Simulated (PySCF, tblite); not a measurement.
**CH₅O₄PSi, a small gas-phase stand-in for a defect centre: NMR shifts, core binding energies and electronic excitations**

Aim: the NMR shifts, core binding energies and electronic excitations of `C[Si]OP(=O)(O)O`. It is drawn as: twofold Si.

Programs: tblite 0.8.0 and PySCF 2.14.0. All values are calculated, for the isolated system unless a continuum is named. Atoms count from 0, parts from 1.

## 1. The system as given

12 atoms, charge 0, multiplicity 1; geometry: distance geometry start.

## 2. Geometry optimisation with GFN2-xTB

The job: settings as JSON, then the geometry in Å.

```
{"job": {"kind": "relax", "xc": "GFN2-xTB", "basis": "xTB"}, "charge": 0, "multiplicity": 1}
Si    -0.997280    -0.624943    -0.528548
C     -2.673954     0.178457    -0.349840
O     -0.038553    -0.185525     0.780231
P      1.607765    -0.290152     0.503549
O      2.220939    -1.048143     1.630330
O      1.992883    -1.110413    -0.913667
O      2.354159     1.230296     0.476808
H     -2.587856     0.897217     0.544551
H     -3.494265    -0.557434    -0.079882
H     -2.973608     0.780674    -1.230295
H      2.960221    -1.191272    -1.084514
H      1.636516     1.929494     0.420694
```

Method: GFN2-xTB geometry optimisation, gas phase.

Started as:

```sh
> OMP_NUM_THREADS=1 python cluster_run.py task.json out
```

The driver reads the jobs from task.json and runs them one after another.

**Question.** The jobs that follow are: PBE0-D3(BJ)/def2-SVP geometry optimisation, gas phase; GIAO PBE0/pcSseg-1 NMR shielding, non-relativistic, gas phase; delta-SCF UKS SCAN, pcX-2 on the ionised atom, pcseg-1 elsewhere, spin-free X2C; TDDFT CAM-B3LYP/def2-SVPD, vertical, gas phase, core orbitals frozen in the response. Predict: point group; rotational constants (main isotopes); $^{13}$C shifts against TMS (PBE0/pcSseg-1); $^{1}$H shifts against TMS (PBE0/pcSseg-1); $^{29}$Si shifts against TMS (PBE0/pcSseg-1); $^{17}$O shifts against H2O (PBE0/pcSseg-1); $^{31}$P shifts against H3PO4 (PBE0/pcSseg-1); O1s binding energies, SCAN/pcX-2 (standing for 2 of 4 atoms); Si2p binding energies, SCAN/pcX-2; C1s binding energies, SCAN/pcX-2; P2p binding energies, SCAN/pcX-2; lowest singlet (CAM-B3LYP/def2-SVPD); brightest single state of those computed; lowest triplet; vertical ionisation energy (ΔSCF); vertical electron affinity (ΔSCF).

As calculated:

| quantity | value |
| --- | --- |
| point group | C1 |
| rotational constants (main isotopes) | 3.29, 1.29, 1.18 GHz |
| $^{13}$C shifts against TMS (PBE0/pcSseg-1) | 39.4 ppm |
| $^{1}$H shifts against TMS (PBE0/pcSseg-1) | 3.52, 3.20, 1.98, 1.91, 0.64 ppm |
| $^{29}$Si shifts against TMS (PBE0/pcSseg-1) | 458.6 ppm |
| $^{17}$O shifts against H2O (PBE0/pcSseg-1) | 283.9, 158.7, 116.3, 115.3 ppm |
| $^{31}$P shifts against H3PO4 (PBE0/pcSseg-1) | -16.6 ppm |
| O1s binding energies, SCAN/pcX-2 (standing for 2 of 4 atoms) | O2 538.71, O4 537.18 eV |
| Si2p binding energies, SCAN/pcX-2 | Si0 108.08 eV |
| C1s binding energies, SCAN/pcX-2 | C1 290.02 eV |
| P2p binding energies, SCAN/pcX-2 | P3 140.52 eV |
| lowest singlet (CAM-B3LYP/def2-SVPD) | 3.27 eV (379 nm), f = 0.028 |
| brightest single state of those computed | state 2, 5.98 eV, f = 0.116 |
| lowest triplet | 1.87 eV |
| vertical ionisation energy (ΔSCF) | 8.96 eV |
| vertical electron affinity (ΔSCF) | 0.42 eV |

**Reading.** The start of the PBE0/def2-SVP relaxation was shaken at random by about 0.01 Å, so part of the energy gained, and of the first lengths quoted, undoes that. The optimisation took 14 steps and gained 0.265 eV; among the close pairs (by a distance rule), Si0–O2 changed most, from 1.620 to 1.715 Å (PBE0/def2-SVP). Hydrogens of an XH3 group are listed apart at this fixed geometry; free rotation makes them one line at their mean. At PBE0/pcSseg-1: The largest span, 1354 ppm, is at Si0, where the paramagnetic term is -984 ppm. At SCAN/pcX-2: The O1s levels kept as sound span 1.53 eV, from O4 (oxygen bonded to P) up to O2 (oxygen bonded to P, Si). Only 2 of the 4 O atoms are covered by sound results. The lowest singlet, at 3.27 eV, is HOMO→LUMO 0.98 and is weak; of the 6 states computed, the strongest absorption comes from state 2 at 5.98 eV. The lowest triplet lies 1.40 eV below the lowest singlet (triplets in Tamm-Dancoff, singlets in full TDDFT). The orbital energy would give 8.05 eV for ionisation, ΔSCF gives 8.96 eV. A capped cluster stands for the solid here, so long-range fields and strain are missing, and bands or shifts of the capping hydrogens have no counterpart in it.
